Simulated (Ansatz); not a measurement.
# In3Se: the cost of one run

Method: DFT PBEsol+D3(BJ), scalar-relativistic, plane waves, PAW, in Ansatz 0.2.0.

1 further run of the same task is left out (set aside as unsound or not needed). Runs told in other sessions of the task aren't counted.

### 1 The starting structure

Symmetry: Pm-3m, No. 221, cubic system. Conventional cell: a = 4.588 Å, b = 4.588 Å, c = 4.588 Å, α = 90.00°, β = 90.00°, γ = 90.00°. In (site symmetry 4/mmm) is surrounded by 8 In at 3.24 Å and 4 Se at 3.24 Å. Se (site symmetry m-3m) is surrounded by 12 In at 3.24 Å.

Coordinates:

```
CELL_PARAMETERS angstrom
4.58765 0.00000 0.00000
0.00000 4.58765 0.00000
0.00000 0.00000 4.58765
ATOMIC_POSITIONS crystal
In 0.00000 0.50000 0.50000
In 0.50000 0.00000 0.50000
In 0.50000 0.50000 0.00000
Se 0.00000 0.00000 0.00000
```

It goes back to an entry of the Materials Project, which need not be the stable form.

This cell was relaxed beforehand with the same method: volume 24.14 Å³/atom, gap on the mesh none (metal).

### 2 Plan of the line

The energy is mapped over two homogeneous strains (x along [1 0 0], y along [0 1 0], z along [0 0 1] of the conventional cell).

The axes are (1) engineering shear strain xy: 9 values from −30.0 %; (2) equal normal strain along x and y: 9 values from −15.00 %.

Nothing else is relaxed (symmetry fixes all fractional coordinates). Energies count from the relaxed crystal. Points are written as (first, second).

### 3 Point (0.0 %, −15.00 %)

Input file input.yaml:

```yaml
crystal:
  lattice:
    - [3.8995029871, 0.0, 0.0]
    - [0.0, 3.8995029871, 0.0]
    - [0.0, 0.0, 4.5876505731]
  atoms:
    - { symbol: In, position: [0.0, 0.5, 0.5] }
    - { symbol: In, position: [0.5, 0.0, 0.5] }
    - { symbol: In, position: [0.5, 0.5, 0.0] }
    - { symbol: Se, position: [0.0, 0.0, 0.0] }
basis:
  ecutwfc: 420
kpoints:
  mp_grid: { grid: [10, 10, 10] }
hamiltonian:
  xc: pbesol
  pseudopotentials: { kind: paw, azcp: { folder: soft_1 } }
  dispersion: d3bj
scf:
  occupations: { method: gaussian, width: 0.15 }
output:
  forces: true
  stress: true
  eigenvalues: true
```

The run is started by

```bash
> ansatz run input.yaml --threads 2 --pin off --max-ram 4096MiB --backend cpu --events-out ev --progress --plain --runs-dir out
```

Q: Estimate wall time and peak memory on 2 threads of Intel Xeon 6975P-C (Granite Rapids), shared host.

About 4.4 s, with a peak of 0.55 GiB.
